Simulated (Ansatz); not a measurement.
## Li, space group P6_3/mmc: the orbital character of the bands

Program: Ansatz 0.2.0, Python API.

Script `li_fatbands.py`:
```python
"""Fat bands of Li at high-symmetry points."""

from pathlib import Path

import ansatz as az
import pandas as pd
from pymatgen.core import Lattice, Structure
from pymatgen.io.ase import AseAtomsAdaptor


def main() -> None:
    pmg_structure = Structure(
        Lattice([(3.111, 0.0, 0.0), (-1.5555, 2.69421, 0.0), (0.0, 0.0, 5.093)]),
        ["Li", "Li"],
        [
            (1 / 3, 2 / 3, 0.25),
            (2 / 3, 1 / 3, 0.75),
        ],
    )
    cell = az.Crystal.from_ase(AseAtomsAdaptor.get_atoms(pmg_structure))

    points = {"G": (0.0, 0.0, 0.0), "M": (0.5, 0.0, 0.0), "K": (0.33333, 0.33333, 0.0), "A": (0.0, 0.0, 0.5), "L": (0.5, 0.0, 0.5)}
    calc = (
        cell.calculation()
        .functional("pbesol")
        .occupations("cold", width=0.1)
        .kpoints(spacing=0.32)
        .band_structure(list(points.values()), intervals=1)
        .fat_bands()
    )
    result = calc.run(threads=1)
    rep = result.report
    file = Path(result.write_results("results")) / "fatbands.tsv"
    names = file.read_text().splitlines()[0].lstrip("# ").split("\t")
    table = pd.read_csv(file, sep="\t", comment="#", names=names)
    near = table[table.e_minus_ef.abs() < 2]
    for ik, label in enumerate(points):
        print(label)
        for _, row in near[near.ik == ik].iterrows():
            main = row[names[4:]].astype(float).nlargest(2)
            print(f"   band {int(row.band):3d} {row.e_minus_ef:7.3f} eV  " + ", ".join(f"{k} {v:.2f}" for k, v in main.items()))


if __name__ == "__main__":
    main()
```

```console
$ python li_fatbands.py
DeckWarning: basis.ecutwfc = 420 eV, auto-derived from the records' recommended cutoffs: set by Li (normal level)
G
   band   3   0.108 eV  li0_l0_1S 0.00, li0_l0_2S 0.00
M
   band   2   0.048 eV  li0_l0_2S 0.30, li1_l0_2S 0.30
   band   3   1.098 eV  li0_l0_2S 0.38, li1_l0_2S 0.38
K
   band   2   1.393 eV  li0_l0_1S 0.00, li0_l0_2S 0.00
A
L
   band   2   0.794 eV  li0_l0_2S 0.00, li1_l0_2S 0.00
   band   3   0.794 eV  li0_l0_2S 0.00, li1_l0_2S 0.00
```
(Warnings from the package without file and line.)

Reading the output:
- The computed bands are complete only to about 5.8 eV above the Fermi level.
- For a metal this k-point mesh is coarse: on a finer one energies can move by several to tens of meV an atom and pressures by half a GPa or more, differences at one mesh by less.
- This isn't the structure that Li takes at ambient conditions.
- Levels are Kohn-Sham eigenvalues on this mesh.
- Energies are less the Fermi level and bands count from 0. Only the largest channels are printed, equivalent atoms hold more, and in degenerate sets the split between sites is arbitrary; shells that the potentials lack have no channel.
- Run time: 1.4 s on 1 thread of Intel(R) Xeon(R) Platinum 8488C (Sapphire Rapids), on a shared host, peak memory 0.44 GiB.
